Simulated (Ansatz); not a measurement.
From input file to script: RbSnN, space group P6_3mc in Ansatz 0.2.0.

```yaml
crystal:
  lattice:
    - [3.511267, 0.0, 0.0]
    - [-1.755633, 3.040846, 0.0]
    - [0.0, 0.0, 12.791503]
  atoms:
    - { symbol: Rb, position: [0.666667, 0.333333, 0.749555] }
    - { symbol: Rb, position: [0.333333, 0.666667, 0.249555] }
    - { symbol: Sn, position: [0.0, 0.0, 0.506773] }
    - { symbol: Sn, position: [0.0, 0.0, 0.006773] }
    - { symbol: "N", position: [0.333333, 0.666667, 0.588312] }
    - { symbol: "N", position: [0.666667, 0.333333, 0.088312] }
kpoints:
  mp_grid:
    kspacing: 0.4
hamiltonian:
  xc: pbe
scf:
  occupations:
    method: fixed
basis:
  ecutwfc: "19 Ha"
output:
  stress: true
  eigenvalues: true
```

The script, `rbsnn_deck.py`:
```python
# -*- coding: utf-8 -*-
import ansatz as az
import numpy as np

settings = {
    'crystal': {
        'lattice': [[3.511267, 0.0, 0.0], [-1.755633, 3.040846, 0.0], [0.0, 0.0, 12.791503]],
        'atoms': [
            {'symbol': 'Rb', 'position': [0.666667, 0.333333, 0.749555]},
            {'symbol': 'Rb', 'position': [0.333333, 0.666667, 0.249555]},
            {'symbol': 'Sn', 'position': [0.0, 0.0, 0.506773]},
            {'symbol': 'Sn', 'position': [0.0, 0.0, 0.006773]},
            {'symbol': 'N', 'position': [0.333333, 0.666667, 0.588312]},
            {'symbol': 'N', 'position': [0.666667, 0.333333, 0.088312]},
        ],
    },
    'kpoints': {'mp_grid': {'kspacing': 0.4}},
    'hamiltonian': {'xc': 'pbe'},
    'scf': {'occupations': {'method': 'fixed'}},
    'basis': {'ecutwfc': '19 Ha'},
    'output': {'stress': True, 'eigenvalues': True},
}

result = az.Session.from_dict(settings).plan().execute()
summary = result.report

for key in ('converged', 'n_iterations', 'n_electrons', 'n_kpoints', 'n_pw', 'n_symmetry_ops', 'free_energy_ev', 'fermi_energy_ev'):
    print(f'{key:18s} {summary[key]}')

stress = np.array(summary['stress_gpa'])
print(f'pressure {np.trace(stress) / 3:.3f} GPa')
print('stress tensor, GPa, positive in compression')
print(np.round(stress, 3) + 0.0)
```

```console
$ python rbsnn_deck.py
DeckWarning: the atoms were moved onto the symmetric positions of the space group found under crystal.symmetry.tolerance 1.0e-5 (fractional; no operation is sought that the atoms, as they stand in a round, miss by more than twice it, and no atom is moved by [...]
converged          True
n_iterations       7
n_electrons        56.0
n_kpoints          14
n_pw               3695
n_symmetry_ops     12
free_energy_ev     -19350.67610106274
fermi_energy_ev    8.174318340514903
pressure -0.133 GPa
stress tensor, GPa, positive in compression
[[-0.086  0.     0.   ]
 [ 0.    -0.086  0.   ]
 [ 0.     0.    -0.227]]
```
(Warnings from the package without file and line, shortened, repeats left out.)

What to keep in mind:
- Total energies depend on the potentials; only differences at equal settings carry meaning. A total without «per atom» is that of the cell as typed.
- Under fixed occupations the level called the Fermi level is the highest filled one on the SCF mesh; off the mesh a filled band can lie a little above it.
- An absolute Fermi energy rests on an arbitrary zero of the periodic potential and has no direct meaning.
- This cell is a computed structure, which may not be the phase found in nature.
- Timing: 7.9 s on 1 thread of Arm Neoverse V1, with other jobs on the host, peak memory 0.43 GiB.

(Lines on the test bed's own set-up are left out of the output.)
